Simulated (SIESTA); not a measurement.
The system is As2S.

```
CELL_PARAMETERS angstrom
-3.50648 3.50648 2.48592
3.50648 -3.50648 2.48592
3.50648 3.50648 -2.48592
ATOMIC_POSITIONS crystal
As 0.87500 0.12500 0.25000
As 0.87500 0.62500 0.75000
As 0.37500 0.12500 0.25000
As 0.87500 0.12500 0.75000
S 0.25000 0.75000 0.50000
S 0.50000 0.50000 0.00000
```

The cell comes from a database or a generator and needn't be the stable form of this composition.

Base run:

```yaml
Program: SIESTA 5.4.2
Functional: PBEsol
Potentials_or_basis: PseudoDojo 0.4 standard (PBEsol files)
Basis: DZP (energy shift 0.003 Ry; two zetas on semicore shells)
Grid_cutoff: 500 Ry
Energy_shift: 0.003 Ry
k_mesh: 7 × 7 × 7
Occupations: fermi-dirac, width 0.05 eV
Spin: no spin polarisation
```

Its results: band gap on the k mesh none (metal or under the smearing width); pressure -1.0 GPa.

**Question.** The run is repeated on the same cell with these changes: functional from PBEsol to LDA; potentials or basis from PseudoDojo 0.4 standard (PBEsol files) to PseudoDojo 0.4 standard (LDA files). What comes out?

**Answer.** Band gap on the k mesh none (metal or under the smearing width); pressure -2.6 GPa.

Caveats: the basis of atomic orbitals isn't converged, which shifts pressures, moduli and gaps.
